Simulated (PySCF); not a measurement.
**C6H6FGa: electronic excitations**

Aim: predict the electronic excitations of C6H6FGa (`F[C]1=CC=CC=[CH][GaH]1`).

Computed with PySCF 2.14.0, with density-fitted response routines of our own, on a single molecule in the gas phase. Atoms are numbered from 0 throughout.

## (1) The molecule as given

14 atoms, charge 0, multiplicity 1; geometry from: GFN2-xTB.

Bonds of the start (Å): F0–C1 1.38, C1–C2 1.34, C2–C3 1.44, C3–C4 1.35, C4–C5 1.44, C5–C6 1.35, C6–Ga7 1.98, Ga7–C1 1.98, C2–H8 1.09, C3–H9 1.09, C4–H10 1.09, C5–H11 1.09, C6–H12 1.09, Ga7–H13 1.57.

## (2) Excited states and response: B3LYP/def2-SVPD

What the job is given:

```
{"job": {"kind": "uv", "xc": "B3LYP", "basis": "def2-SVPD", "nstates": 8, "ntriplets": 3}, "charge": 0, "multiplicity": 1}
F     -2.584607     1.747995    -0.317761
C     -1.519968     0.912833    -0.052405
C     -1.710641    -0.406455    -0.193068
C     -0.732924    -1.430306     0.053356
C      0.619037    -1.448027     0.134362
C      1.685293    -0.487148    -0.028931
C      1.716958     0.862385     0.017970
Ga     0.105655     1.999499     0.233409
H     -2.701911    -0.769759    -0.451105
H     -1.195607    -2.406623     0.160661
H      1.024039    -2.442910     0.298773
H      2.639659    -0.992961    -0.177313
H      2.698500     1.312248    -0.136710
H     -0.044160     3.548756     0.436596
```

With the program's defaults for keys left out, this is: TDDFT B3LYP/def2-SVPD, vertical, gas phase, core orbitals frozen in the response.

The run is started by

```console
> OMP_NUM_THREADS=1 python probes_run.py task.json out
```

One launch serves the whole session: the jobs run in the order shown.

What will the session give for the following? lowest singlet (B3LYP/def2-SVPD); brightest single state of those computed; lowest triplet. Wanted: lowest singlet; brightest single state of those computed; lowest triplet.

**Answer**, as computed:

| quantity | value |
| --- | --- |
| lowest singlet (B3LYP/def2-SVPD) | 3.92 eV (316 nm), f = 0.089 |
| brightest single state of those computed | state 8, 5.69 eV, f = 0.185 |
| lowest triplet | 2.62 eV |

**Reading.** The first singlet state (HOMO→LUMO+1 0.47, HOMO→LUMO 0.47) lies at 3.92 eV and is bright; of the 8 states computed, the strongest absorption comes from state 8 at 5.69 eV (the last computed, so partners may be missing). The lowest triplet lies 1.30 eV below the lowest singlet (triplets in Tamm-Dancoff, singlets in full TDDFT).
